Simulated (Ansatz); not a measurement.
# triplet AlGeH4Cl at 6 levels

We compute a comparison of 6 runs (U-r2SCAN0/def2-SVP, U-wB97M-V/def2-SVP, UB3LYP/def2-SVP, USVWN5/def2-SVP, RPA@PBE0/def2-SVP, UCCSD/def2-SVP) of triplet AlGeH4Cl. 

The calculation is run with Ansatz 0.2.0.

68 further runs of the same task are left out: 68 set aside as unsound or not needed.

## (1) The system as given

The species is AlGeH4Cl (7 atoms), meant as a triplet with charge 0. As SMILES of the parent species, `[Cl][AlH][GeH3]`. The shape is that of a PBE0-D4/def2-TZVP optimisation. That shape belongs to the parent species and isn't relaxed for this state.

Bond lengths: Cl1–Al2 2.102 Å, Al2–Ge3 2.467 Å, Al2–H4 1.580 Å, Ge3–H5 1.540 Å, Ge3–H6 1.540 Å, Ge3–H7 1.540 Å. Angles: Cl1–Al2–Ge3 116.8°, Cl1–Al2–H4 116.5°, Ge3–Al2–H4 126.7°, Al2–Ge3–H5 111.0°, Al2–Ge3–H6 111.0°, Al2–Ge3–H7 112.3°, H5–Ge3–H6 107.2°, H5–Ge3–H7 107.6°, H6–Ge3–H7 107.6°.

## (2) The energy at U-r2SCAN0/def2-SVP (run 1)

File molecule.yaml:

```yaml
crystal:
  periodic: [false, false, false]
  atoms:
    - {symbol: Cl, position_ang: [-2.499300, -1.527200, -0.126900]}
    - {symbol: Al, position_ang: [-0.425400, -1.314700, 0.144500]}
    - {symbol: Ge, position_ang: [0.501100, 0.959800, -0.093300]}
    - {symbol: H, position_ang: [0.379500, -2.632000, 0.480000]}
    - {symbol: H, position_ang: [0.225700, 1.522500, -1.499900]}
    - {symbol: H, position_ang: [-0.144000, 1.926400, 0.916800]}
    - {symbol: H, position_ang: [2.023700, 0.997300, 0.133100]}
basis:
  gaussian: {orbitals: def2-SVP}
magnetization: {spin_polarized: true, initial_magnetization: 2}
output: {orbitals: {seedname: orbitals}}
accuracy: high
hamiltonian: {xc: {name: r2SCAN0}}
```

Launch:

```
$ ansatz run molecule.yaml --threads 1 --pin off --max-ram 3480MiB --events-out events.jsonl --progress --plain --runs-dir runs
```

Output:

```text
Warning: RAYON_NUM_THREADS=1 ignored (pool sized by the plan → 1); use --threads N
Functional definition: r2SCAN0
  name "r2SCAN0"
  parameter a = 0.25
  parameter k0 = 0.174
  parameter k1 = 0.065
  parameter a1 = 4.9479
  exchange = (1 - a)*r2scan_x(k0 = k0, k1 = k1, a1 = a1) + a*exact_x
  correlation = r2scan_c
1767 factors; integrals over basis functions are off by at most 6.4e-9 eV
mean field evaluation 1: about -75684.6105 eV, gradient 1.0e1 eV
mean field evaluation 2: about -75684.7548 eV, gradient 9.0e0 eV
mean field evaluation 4: about -75685.0589 eV, gradient 4.0e-1 eV
mean field evaluation 8: about -75685.1584 eV, gradient 1.1e-1 eV
mean field evaluation 16: about -75685.1588 eV, gradient 1.7e-3 eV
mean field evaluation 32: about -75685.1588 eV, gradient 1.2e-7 eV
mean field -75685.15881116 eV, -2781.3782850671 hartree, gradient 6.4e-8 eV, S^2 2.005439; 0 other end points of the search recorded, 0 dependent functions left out
reference -75685.15881339 eV, -2781.3782851488 hartree; 34, 32 occupied and 54, 56 virtual orbitals, 1767 factors
Total energy: -75685.15881339 eV, -2781.3782851488 hartree
```

Wall time 22 s (1 thread of Intel Xeon 6975P-C (Granite Rapids), shared host); peak memory 0.64 GiB.

## (3) The energy at U-wB97M-V/def2-SVP (run 2)

molecule.yaml, as its differences from that of step 2:

```diff
@@ -13,4 +13,4 @@
 magnetization: {spin_polarized: true, initial_magnetization: 2}
+hamiltonian: {xc: {name: wB97M-V}}
+accuracy: high
 output: {orbitals: {seedname: orbitals}}
-accuracy: high
-hamiltonian: {xc: {name: r2SCAN0}}
```

Launch:

```
$ ansatz run molecule.yaml --threads 1 --pin off --max-ram 3480MiB --events-out events.jsonl --progress --plain --runs-dir runs
```

Output, cut to the lines that bear on the results:

```text
Warning: RAYON_NUM_THREADS=1 ignored (pool sized by the plan → 1); use --threads N
Functional definition: wB97M-V
  name "wB97M-V"
[...]
  gx(w, u) = 1 - cx + cx01*u + cx10*w
  gss(w, u) = css00 + css04*u^4 + css10*w + css20*w^2 + css43*w^4*u^3
  gos(w, u) = cos00 + cos10*w + (cos20 + cos21*u)*w^2 + (cos60 + cos61*u)*w^6
[...]
      + integral(e_c_pw_mod_opposite_spin*gos(b97_w_opposite, b97_u_opposite)) + vv10(b, c)
1767 factors; integrals over basis functions are off by at most 6.4e-9 eV
391 factors; integrals over basis functions are off by at most 2.3e-9 eV
[...]
mean field -75682.56935701 eV, -2781.2831243822 hartree, gradient 3.6e-8 eV, S^2 2.004110; 0 other end points of the search recorded, 0 dependent functions left out
reference -75682.56936160 eV, -2781.2831245507 hartree; 34, 32 occupied and 54, 56 virtual orbitals, 1767 factors
Total energy: -75682.56936160 eV, -2781.2831245507 hartree
```

It took 65 s on 1 thread of Intel Xeon 6975P-C (Granite Rapids), shared host; peak memory 1.2 GiB.

Runs 3 to 4 aren't shown in full; the table further down has their settings and results.

## (4) A single-point energy at RPA@PBE0/def2-SVP (run 5)

File input.yaml:

```yaml
crystal:
  periodic: [false, false, false]
  atoms:
    - {symbol: Cl, position_ang: [-2.499300, -1.527200, -0.126900]}
    - {symbol: Al, position_ang: [-0.425400, -1.314700, 0.144500]}
    - {symbol: Ge, position_ang: [0.501100, 0.959800, -0.093300]}
    - {symbol: H, position_ang: [0.379500, -2.632000, 0.480000]}
    - {symbol: H, position_ang: [0.225700, 1.522500, -1.499900]}
    - {symbol: H, position_ang: [-0.144000, 1.926400, 0.916800]}
    - {symbol: H, position_ang: [2.023700, 0.997300, 0.133100]}
basis:
  gaussian:
    orbitals: def2-SVP
accuracy: high
magnetization:
  spin_polarized: true
  initial_magnetization: 2
correlation:
  method: rpa
  frozen_orbitals: {Al: 5, Cl: 5, Ge: 9, H: 0}
hamiltonian:
  xc: pbe0
```

Launch:

```
$ ansatz run input.yaml --threads 1 --pin off --max-ram 3480MiB --events-out events.jsonl --progress --plain --runs-dir runs
```

Output, cut to the lines that bear on the results:

```text
Warning: RAYON_NUM_THREADS=1 ignored (pool sized by the plan → 1); use --threads N
Functional definition: PBE0
  name "PBE0"
[...]
1767 factors; integrals over basis functions are off by at most 6.4e-9 eV
[...]
mean field -75673.06291254 eV, -2780.9337689916 hartree, gradient 5.4e-8 eV, S^2 2.003141; 0 other end points of the search recorded, 0 dependent functions left out
19 core orbitals not correlated: weight in the atoms' cores, before any rotation towards them, 1.000 or more for the frozen orbitals, at most 0.000 for the correlated occupied ones
reference -75607.13976020 eV, -2778.5111378272 hartree; 15, 13 occupied and 54, 56 virtual orbitals, 1767 factors
Total energy: -75624.92437519 eV, -2779.1647103735 hartree
```

Run time: 16 s. Hardware: 1 thread of Intel Xeon 6975P-C (Granite Rapids), shared host; peak memory 0.48 GiB.

## (5) The energy at UCCSD/def2-SVP (run 6)

File job.yaml:

```yaml
crystal:
  periodic: [false, false, false]
  atoms:
    - {symbol: Cl, position_ang: [-2.499300, -1.527200, -0.126900]}
    - {symbol: Al, position_ang: [-0.425400, -1.314700, 0.144500]}
    - {symbol: Ge, position_ang: [0.501100, 0.959800, -0.093300]}
    - {symbol: H, position_ang: [0.379500, -2.632000, 0.480000]}
    - {symbol: H, position_ang: [0.225700, 1.522500, -1.499900]}
    - {symbol: H, position_ang: [-0.144000, 1.926400, 0.916800]}
    - {symbol: H, position_ang: [2.023700, 0.997300, 0.133100]}
basis:
  gaussian: {orbitals: def2-SVP}
magnetization: {spin_polarized: true, initial_magnetization: 2}
correlation: {method: ccsd, frozen_orbitals: {Al: 5, Cl: 5, Ge: 9, H: 0}}
accuracy: high
scf: {omitted_lower_state_checks: [cluster_reference, increment]}
```

Launch:

```
$ ansatz run job.yaml --threads 1 --pin off --max-ram 3480MiB --events-out events.jsonl --progress --plain --runs-dir runs
```

Output, cut to the lines that bear on the results:

```text
Warning: RAYON_NUM_THREADS=1 ignored (pool sized by the plan → 1); use --threads N
Functional definition: HF
  name "HF"
[...]
1767 factors; integrals over basis functions are off by at most 6.4e-9 eV
[...]
mean field -75607.97471943 eV, -2778.5418220130 hartree, gradient 2.4e-8 eV, S^2 2.007157; 1 other end points of the search recorded, 0 dependent functions left out
19 core orbitals not correlated: weight in the atoms' cores, before any rotation towards them, 1.000 or more for the frozen orbitals, at most 0.000 for the correlated occupied ones
reference -75607.97471943 eV, -2778.5418220130 hartree; 15, 13 occupied and 54, 56 virtual orbitals, 1767 factors
second order -11.38828236 eV of doubles, -0.00000000 eV of singles
cycle   1  -11.90013154 eV  change   -5.1e-1 eV  update   9.6e-2
[...]
cycle  28  -12.45147671 eV  change   -1.4e-9 eV  update   2.0e-9
Total energy: -75620.42619614 eV, -2778.9994053421 hartree
Checks for a lower state left out: cluster_reference, increment
```

Wall time 29 s (1 thread of Intel Xeon 6975P-C (Granite Rapids), shared host); peak memory 0.74 GiB.

## (6) All runs side by side

```tsv
run	level	frozen core orbitals	energy (Eh)	HOMO energy (eV)	⟨S²⟩	wall time
1	U-r2SCAN0/def2-SVP	–	-2781.378285	-4.15	2.005	22 s
2	U-wB97M-V/def2-SVP	–	-2781.283125	-5.36	2.004	65 s
3	UB3LYP/def2-SVP	–	-2781.546387	-3.63	2.003	9 s
4	USVWN5/def2-SVP	–	-2775.744615	-3.07	2.001	3.9 s
5	RPA@PBE0/def2-SVP	19	-2779.164710	–	2.003	16 s
6	UCCSD/def2-SVP	19	-2778.999405	–	2.007	29 s
```

## (7) Outcome

```
                                           quantity           value
                                run 6: total energy  -2778.99941 Eh
run 6: correlation energy (19 core orbitals frozen)      -457.6 mEh
           run 6: ⟨S²⟩ of the reference determinant           2.007
                               run 6: T1 diagnostic           0.024
```

**Reading.** Totals of different functionals can't be ranked against each other. All runs together took 2.4 min, the longest 65 s.
